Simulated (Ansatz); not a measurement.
# Cu24H2CO2: the cost of one run

Program: Ansatz 0.2.0. Level of theory: DFT PBE, scalar-relativistic, plane waves, PAW, and further levels as typed in the inputs. These are calculated values, not measurements.

### Step 1. The system as given

Symmetry: P1, No. 1, triclinic system. Conventional cell: a = 5.134 Å, b = 6.791 Å, c = 25.287 Å, α = 90.00°, β = 90.00°, γ = 100.89°. Around Cu (site symmetry 1) lie 9 Cu at 2.57 Å. Cu (site symmetry 1) has 12 Cu at 2.57 Å as nearest neighbours. Only part of the 29 independent sites is listed.

Coordinates:

```cif
data_structure
_symmetry_space_group_name_H-M 'P 1'
_symmetry_Int_Tables_number 1
_cell_length_a 7.7004
_cell_length_b 5.1336
_cell_length_c 25.2873
_cell_angle_alpha 90.000
_cell_angle_beta 90.000
_cell_angle_gamma 60.000
_cell_volume 865.70
loop_
_atom_site_label
_atom_site_type_symbol
_atom_site_fract_x
_atom_site_fract_y
_atom_site_fract_z
_atom_site_occupancy
Cu1 Cu 0.00000 0.00000 0.01977 1
Cu2 Cu 0.33333 0.00000 0.01977 1
Cu3 Cu 0.66667 0.00000 0.01977 1
Cu4 Cu 0.00000 0.50000 0.01977 1
Cu5 Cu 0.33333 0.50000 0.01977 1
Cu6 Cu 0.66667 0.50000 0.01977 1
Cu7 Cu 0.11111 0.16667 0.10265 1
Cu8 Cu 0.44444 0.16667 0.10265 1
Cu9 Cu 0.77778 0.16667 0.10265 1
Cu10 Cu 0.11111 0.66667 0.10265 1
Cu11 Cu 0.44444 0.66667 0.10265 1
Cu12 Cu 0.77778 0.66667 0.10265 1
Cu13 Cu 0.88889 0.33333 0.18553 1
Cu14 Cu 0.22222 0.33333 0.18553 1
Cu15 Cu 0.55556 0.33333 0.18553 1
Cu16 Cu 0.88889 0.83333 0.18553 1
Cu17 Cu 0.22222 0.83333 0.18553 1
Cu18 Cu 0.55556 0.83333 0.18553 1
Cu19 Cu 0.00000 0.00000 0.26841 1
Cu20 Cu 0.33333 0.00000 0.26841 1
Cu21 Cu 0.66667 0.00000 0.26841 1
Cu22 Cu 0.00000 0.50000 0.26841 1
Cu23 Cu 0.33333 0.50000 0.26841 1
Cu24 Cu 0.66667 0.50000 0.26841 1
C1 C 0.16667 0.00000 0.38507 1
O1 O 0.01992 0.00000 0.36134 1
O2 O 0.31861 0.00000 0.36529 1
H1 H 0.36795 0.00000 0.33247 1
H2 H 0.16667 0.00000 0.42857 1
```

### Step 2. Relaxing the atoms: Cu24H2CO2 slab, no spin

Contents of input.yaml:

```yaml
crystal:
  lattice:
    - [7.700393, 0.0, 0.0]
    - [2.566798, 4.445824, 0.0]
    - [0.0, 0.0, 25.287344]
  atoms:
    - { symbol: Cu, position: [0.0, 0.0, 0.019773] }
    - { symbol: Cu, position: [0.333333, 0.0, 0.019773] }
    - { symbol: Cu, position: [0.666667, 0.0, 0.019773] }
    - { symbol: Cu, position: [0.0, 0.5, 0.019773] }
    - { symbol: Cu, position: [0.333333, 0.5, 0.019773] }
    - { symbol: Cu, position: [0.666667, 0.5, 0.019773] }
    - { symbol: Cu, position: [0.111111, 0.166667, 0.102651] }
    - { symbol: Cu, position: [0.444444, 0.166667, 0.102651] }
    - { symbol: Cu, position: [0.777778, 0.166667, 0.102651] }
    - { symbol: Cu, position: [0.111111, 0.666667, 0.102651] }
    - { symbol: Cu, position: [0.444444, 0.666667, 0.102651] }
    - { symbol: Cu, position: [0.777778, 0.666667, 0.102651] }
    - { symbol: Cu, position: [-0.111111, 0.333333, 0.18553] }
    - { symbol: Cu, position: [0.222222, 0.333333, 0.18553] }
    - { symbol: Cu, position: [0.555556, 0.333333, 0.18553] }
    - { symbol: Cu, position: [-0.111111, 0.833333, 0.18553] }
    - { symbol: Cu, position: [0.222222, 0.833333, 0.18553] }
    - { symbol: Cu, position: [0.555556, 0.833333, 0.18553] }
    - { symbol: Cu, position: [0.0, 0.0, 0.268409] }
    - { symbol: Cu, position: [0.333333, 0.0, 0.268409] }
    - { symbol: Cu, position: [0.666667, 0.0, 0.268409] }
    - { symbol: Cu, position: [0.0, 0.5, 0.268409] }
    - { symbol: Cu, position: [0.333333, 0.5, 0.268409] }
    - { symbol: Cu, position: [0.666667, 0.5, 0.268409] }
    - { symbol: C, position: [0.166667, 0.0, 0.385068] }
    - { symbol: O, position: [0.019921, 0.0, 0.361341] }
    - { symbol: O, position: [0.318607, 0.0, 0.365295] }
    - { symbol: H, position: [0.367955, 0.0, 0.332472] }
    - { symbol: H, position: [0.166667, 0.0, 0.428568] }
scf:
  occupations: { method: gaussian, width: 0.1 }
output:
  forces: true
  write_density: true
  write_potential: true
  elf: true
  volumetric_format: npy
hamiltonian:
  xc: pbe
relax:
  f_tol: 0.02
  max_steps: 90
  constraints: [{ sites: [0, 1, 2, 3, 4, 5, 6, 7, 8, 9, 10, 11] }]
kpoints:
  mp_grid: { grid: [4, 6, 1] }
```

The run is started by

```bash
$ ansatz run input.yaml --threads 12 --pin off --max-ram 20480MiB --backend cpu --events-out ev --progress --plain --runs-dir out
```

**Question.** How long does this run take on 12 threads of Arm Neoverse N1, shared host, and how much memory does it need?

About 30 min, with a peak of 14 GiB.
